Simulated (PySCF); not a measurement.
# K2: basis, grid and Hamiltonian

The method stays; parts of the set-up, such as the basis or the Hamiltonian, are changed.

The runs use PySCF 2.14.0; method and basis as typed in the scripts.

2 further runs of the same task are left out: 2 that didn't finish.

**1. Where the work starts**

K2: 2 atoms, charge 0, spin multiplicity 1.

No contacts short enough for the rule that draws bonds.

**2. Base script**

File input.py:

```python
from pyscf import gto, scf, cc

mol = gto.M(
    atom='K 0 0 0; K 0 0 4.473',
    basis='def2-svpd',
    charge=0,
    spin=0,
    verbose=4,
)
mf = scf.RHF(mol)
mf.kernel()
mycc = cc.CCSD(mf, frozen=10)
mycc.kernel()
e = mycc.eeccsd(nroots=5)[0]
print('roots (eV) =', (e*27.211386).round(3))
mf.dip_moment()
print('orbital energies (hartree):', mf.mo_energy[..., max(0, mol.nelec[1]-3):mol.nelec[0]+3].round(4))
```

The run is started by

```
$ python input.py
```

Its log is not repeated here.

Base result: E(SCF) = -1198.150386 Eh, 7 cycles, E(CCSD) − E(SCF) = -0.12490 Eh, μ = 0.00 D, excitation roots 0.503, 0.503, 1.128, 1.128, 1.128 eV.

The bond length is a typed value, not an optimised one.

**3. 6-31g***

Variant 1 changes basis set: def2-svpd → 6-31g*.

File input.py:

```python
from pyscf import gto, scf, cc

mol = gto.M(
    atom='K 0 0 0; K 0 0 4.473',
    basis='6-31g*',
    charge=0,
    spin=0,
    verbose=4,
)
mf = scf.RHF(mol)
mf.kernel()
mycc = cc.CCSD(mf, frozen=10)
mycc.kernel()
e = mycc.eeccsd(nroots=5)[0]
print('roots (eV) =', (e*27.211386).round(3))
mf.dip_moment()
print('orbital energies (hartree):', mf.mo_energy[..., max(0, mol.nelec[1]-3):mol.nelec[0]+3].round(4))
```

The run is started by

```
$ python input.py
```

**4. Density fitting weigend**

Variant 2 changes density fitting: none → weigend.

Changes to input.py since step 2:

```diff
@@ -10,2 +10,3 @@
 mf = scf.RHF(mol)
+mf = mf.density_fit(auxbasis='weigend')
 mf.kernel()
```

Q: Predict the outcome of this session. Wanted: for each run, E(SCF); from base; gap; after the SCF.

The runs gave:

```
                    run  E(SCF) (hartree)  from base (eV)  cycles  gap (eV)  functions                                                after the SCF
                   base      -1198.150386               0       7      3.35         54  CCSD correlation -3.399 eV, core frozen, first root 0.50 eV
                 6-31g*      -1198.232372         -2.2310       7      3.37         44  CCSD correlation -1.304 eV, core frozen, first root 0.46 eV
density fitting weigend      -1188.123284       +272.8514       7      3.36         54  CCSD correlation -3.873 eV, core frozen, first root 0.51 eV
```

What this shows: Of the runs whose energies can be compared, “density fitting weigend” moves the SCF energy most (+272.851 eV). 6-31g* (44 functions) gives an energy 2.23 eV lower than def2-svpd (54); size alone doesn't order basis sets of different families. The dearest run is “density fitting weigend”, at 35 s against 11 s.
